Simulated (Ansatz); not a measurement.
# C3H4BN: a ladder of functionals and wavefunction methods

An exercise on one series of results from a longer session: the logs are not shown, and one member is left open.

Program: Ansatz 0.2.0, Gaussian basis. Level of theory: functionals in def2-TZVPP, the program's frozen cores in correlated methods. These are calculated values, not measurements.

The runs, in order: LDA (SPW92), PBE-D4, revPBE-D4, BLYP-D4, r2SCAN-D4, B97M-V, PBE0-D4, B3LYP-D4, r2SCANh-D4, r2SCAN0-D4, HSE06-D4, BHLYP-D4, CAM-B3LYP-D4, LC-ωPBE, ωB97X-V, ωB97M-V, B2PLYP, PBE-QIDH; CCSD(T)/def2-SVP; CCSD(T)/def2-TZVPP; MP2/def2-QZVPP; extrapolation to the limit; RPA on PBE.

## The relaxed structure

An earlier PBE0-D4 in a triple-zeta def2 set relaxation fixed the geometry.

9 atoms, charge 0, spin multiplicity 1.

Atoms are counted from 1 here; the program's logs count them from 0.

Bond lengths: C1–C2 1.206 Å, C1–H6 1.065 Å, C2–B3 1.525 Å, B3–N4 1.360 Å, B3–H7 1.197 Å, N4–C5 1.238 Å, C5–H8 1.095 Å, C5–H9 1.095 Å. Angles: C2–C1–H6 179.9°, C1–C2–B3 178.0°, C2–B3–N4 120.7°, C2–B3–H7 121.5°, N4–B3–H7 117.8°, B3–N4–C5 179.2°, N4–C5–H8 121.5°, N4–C5–H9 121.5°, H8–C5–H9 117.0°.

Set-up of the first run:

Input file in.yaml:

```yaml
crystal:
  periodic: [false, false, false]
  atoms:
    - {symbol: C, position_ang: [0.675387, 2.483374, -0.629375]}
    - {symbol: C, position_ang: [0.722633, 1.291289, -0.453858]}
    - {symbol: B, position_ang: [0.832772, -0.215949, -0.249289]}
    - {symbol: N, position_ang: [-0.221191, -0.931126, 0.226130]}
    - {symbol: C, position_ang: [-1.171793, -1.596019, 0.657698]}
    - {symbol: H, position_ang: [0.632156, 3.536496, -0.783884]}
    - {symbol: H, position_ang: [1.841837, -0.809299, -0.499029]}
    - {symbol: H, position_ang: [-1.910055, -2.042688, -0.016036]}
    - {symbol: H, position_ang: [-1.313248, -1.762379, 1.730442]}
basis:
  gaussian: {orbitals: def2-TZVPP}
hamiltonian: {xc: lda}
output: {orbitals: {seedname: orbitals}}
```

Run with:

```
ansatz run in.yaml --threads 2 --pin off --events-out ev --progress --plain --max-ram 4352MiB
```

Among the steps run: LDA; PBE-D4 (GGA); revPBE-D4 (GGA); BLYP-D4 (GGA); r2SCAN-D4 (meta-GGA); B97M-V (meta-GGA); PBE0-D4 (hybrid); B3LYP-D4 (hybrid); r2SCANh-D4 (hybrid); r2SCAN0-D4 (hybrid); HSE06-D4 (hybrid); BHLYP-D4 (hybrid); CAM-B3LYP-D4 (range-separated); LC-ωPBE (range-separated); ωB97X-V (range-separated); ωB97M-V (range-separated); B2PLYP (double hybrid); PBE-QIDH (double hybrid).

One table of the session follows, with a row left open; its other results are not shown here.

It belongs to the step «Orbital energies across the functionals». 

| functional | HOMO (eV) | gap (eV) |
| --- | --- | --- |
| LDA (SPW92) | -6.47 | 4.02 |
| PBE-D4 | -6.31 | 4.10 |
| revPBE-D4 | -6.26 | 4.13 |
| BLYP-D4 | -6.17 | 4.09 |
| r2SCAN-D4 | ? | ? |
| B97M-V | -6.55 | 4.68 |
| PBE0-D4 | -7.50 | 6.41 |
| B3LYP-D4 | -7.28 | 5.94 |
| r2SCANh-D4 | -6.96 | 5.41 |
| r2SCAN0-D4 | -7.65 | 6.70 |
| HSE06-D4 | -7.11 | 5.63 |
| BHLYP-D4 | -8.58 | 8.72 |
| CAM-B3LYP-D4 | -8.82 | 8.93 |
| LC-ωPBE | -10.18 | 11.52 |
| ωB97X-V | -9.80 | 11.06 |
| ωB97M-V | -9.71 | 10.82 |

**Question.** Estimate the row for r2SCAN-D4.

Worked estimate for «HOMO (eV)». Against the share of exact exchange, r2SCANh-D4 (0.1, -6.96), r2SCAN0-D4 (0.25, -7.65) give a slope of -4.60 per unit share; at 0 the line stands at -6.50.

As computed: HOMO (eV): -6.51; gap (eV): 4.54. In «HOMO (eV)» the line misses by +0.01.
